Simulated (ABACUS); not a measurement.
**HfB under changes of volume**

One of the cells (12.326 Å³/atom); the others are scaled copies at fixed shape and fractional positions:

```xyz
2
Lattice="0.0000 2.3100 2.3100 2.3100 0.0000 2.3100 2.3100 2.3100 0.0000" Properties=species:S:1:pos:R:3 pbc="T T T"
Hf    2.3100    2.3100    2.3100
B     0.0000    0.0000    0.0000
```

* Program: ABACUS 3.10.1
* Functional: PBE
* Potentials or basis: PseudoDojo NC SR 0.4.1 PBE standard
* Cutoff: 1361 eV
* Density cutoff: 5442 eV
* Basis: DZP LCAO (the cutoffs set its grid)
* k mesh: 10 × 10 × 10
* Occupations: fermi-dirac, width 0.05 eV
* Spin: no spin polarisation

| volume (Å³/atom) | energy over the lowest point (meV/atom) | pressure (GPa) |
| --- | --- | --- |
| 11.587 | ? | ? |
| 11.833 | 224.35 | 43.9 |
| 12.080 | 162.08 | 37.4 |
| 12.326 | 109.28 | 31.5 |
| 12.573 | 65.15 | 26.2 |
| 12.819 | 28.95 | 21.2 |
| 13.066 | 0.00 | 16.7 |

Task: What does the run at 11.587 Å³/atom give?

Result: Energy over the lowest point 296.98 meV/atom; pressure 50.9 GPa.

Worked out: A Birch-Murnaghan fit of order 3 (a polynomial in V^(-2/3)) to the other rows has no minimum within the range. It gives 296.65 meV/atom at 11.587 Å³/atom, against the run's 296.98, and -dE/dV = 50.6 GPa, against 50.9.

Energies are extrapolated to zero smearing.

Caveats: the atomic orbitals were generated for these runs and aren't a published set; the basis of atomic orbitals isn't converged, which shifts pressures, moduli and gaps.
